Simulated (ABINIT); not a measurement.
TmBr, 4 atoms in the cell. The structure is hexagonal, space group P6_3mc (No. 186). Conventional cell: a = 3.724 Å, b = 3.724 Å, c = 10.154 Å, α = 90.00°, β = 90.00°, γ = 120.00°. Tm (site symmetry 3m) has 4 Br at 2.92 to 3.04 Å as nearest neighbours. Br (site symmetry 3m) is surrounded by 4 Tm at 2.92 to 3.04 Å. The cell comes from a database or a generator and needn't be the stable form of this composition. The cell isn't the ideal one: volume scaled by 1.08.

| Quantity | Value |
| --- | --- |
| Program | ABINIT 10.8.3 (patched build) |
| Task | optical spectrum |
| Functional | PBE |
| Potentials or basis | PseudoDojo NC SR PBE v0.4 lanthanides 3+ (4f in core; v0.4.1 standard for the other elements) |
| Cutoff | 680 eV |
| k mesh | 8 × 8 × 4, shifted |
| Occupations | fermi-dirac, width 0.05 eV |
| Spin | collinear spin, ferromagnetic start |
| Starting moments | [2.0, 2.0, 0.0, 0.0] μB |
| Bands in the sums | 24 |
| Broadening (eV) | 0.2 |
| Scissor shift (eV) | 0 |
| Tensor components | [11, 33] |

Potentials or basis: PseudoDojo NC SR PBE v0.4 lanthanides 3+ (4f in core; v0.4.1 standard for the other elements).

Launch:

```console
$ abinit run.abi > log 2>&1
$ optic optic.abi > optic.log 2>&1
```

Hardware: 1 thread of Intel(R) Xeon(R) 6975P-C (Granite Rapids) (shared host).

Task: How long does it take, and how much memory?

Result: It took 7.2 min on 1 thread of Intel(R) Xeon(R) 6975P-C (Granite Rapids) (shared host), peak memory 1.2 GiB. Counts: scf iterations 23, mpi ranks 1, k points 20, bands 26, plane waves 4940.
